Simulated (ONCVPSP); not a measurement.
# Cu: the cost of one run

Method: ONCVPSP 4.0.1.1 (patched build), PBE, scalar-relativistic.

## Step 1: Starting point

Typed settings, in words:

| Property | Result |
| --- | --- |
| element | copper (Cu, Z = 29) |
| type | optimised norm-conserving Vanderbilt (ONCV) |
| frozen core | [Ne] |
| valence charge | 19 |
| reference configuration | 3s2 3p6 3d10 (charge +1) |
| partial waves | 3s: rc 1.15 bohr, ncon 4, nbas 8, qcut 8.8 1/bohr, 1 projector; 3p: rc 0.80 bohr, ncon 4, nbas 8, qcut 11.4 1/bohr, 2 projectors, debl 3.4 Ha; 3d: rc 1.35 bohr, ncon 3, nbas 8, qcut 13.2 1/bohr, 2 projectors, debl 2.3 Ha |
| local potential | polynomial inside 0.80 bohr (lpopt 5, dvloc0 4 Ha) |
| core correction | not asked for |

An earlier all-electron run gives the scale for the radii.

All-electron outer shells of the reference configuration (PBE, scalar-relativistic, ld1.x):

```tsv
shell	level (eV)	outermost node (bohr)	outermost maximum (bohr)
3s	-123.32	0.29	0.61
3p	-80.79	0.26	0.62
3d	-13.66	–	0.60
4s	-11.89	0.89	2.13
4p	-6.55	0.97	2.81
```

## Step 2: Generation

Contents of Cu.dat:

```
# ATOM AND REFERENCE CONFIGURATION
# atsym  z   nc   nv     iexc    psfile
  Cu 29.00    3    3        4      upf
#
#   n    l    f
    1    0    2.00
    2    0    2.00
    2    1    6.00
    3    0    2.00
    3    1    6.00
    3    2   10.00
#
# PSEUDOPOTENTIAL AND OPTIMIZATION
# lmax
    2
#
#   l,   rc,      ep,       ncon, nbas, qcut
    0    1.15    0.00    4    8    8.80
    1    0.80    0.00    4    8   11.40
    2    1.35    0.00    3    8   13.20
#
# LOCAL POTENTIAL
# lloc, lpopt,  rc(5),   dvloc0
    4    5    0.80    4.00
#
# VANDERBILT-KLEINMAN-BYLANDER PROJECTORs
# l, nproj, debl
    0    1    3.90
    1    2    3.40
    2    2    2.30
#
# MODEL CORE CHARGE
# icmod, fcfact, rcfact
    0    0.00    0.00
#
# LOG DERIVATIVE ANALYSIS
# epsh1, epsh2, depsh
   -6.00    5.00    0.04
#
# OUTPUT GRID
# rlmax, drl
    6.00    0.01
#
# TEST CONFIGURATIONS
# ncnf
    4
# nvcnf
#   n    l    f
    4
    3    0    2.00
    3    1    6.00
    3    2   10.00
    4    0    1.00
#
    3
    3    0    2.00
    3    1    6.00
    3    2    9.00
#
    3
    3    0    2.00
    3    1    6.00
    3    2    8.00
#
    4
    3    0    2.00
    3    1    6.00
    3    2    9.00
    4    0    1.00
#
```

Started as:

```console
$ oncvpsp.x < Cu.dat > Cu.out
```

**Question.** How long does this run take on 1 thread of Neoverse-N1, shared host?

About 4.9 s.
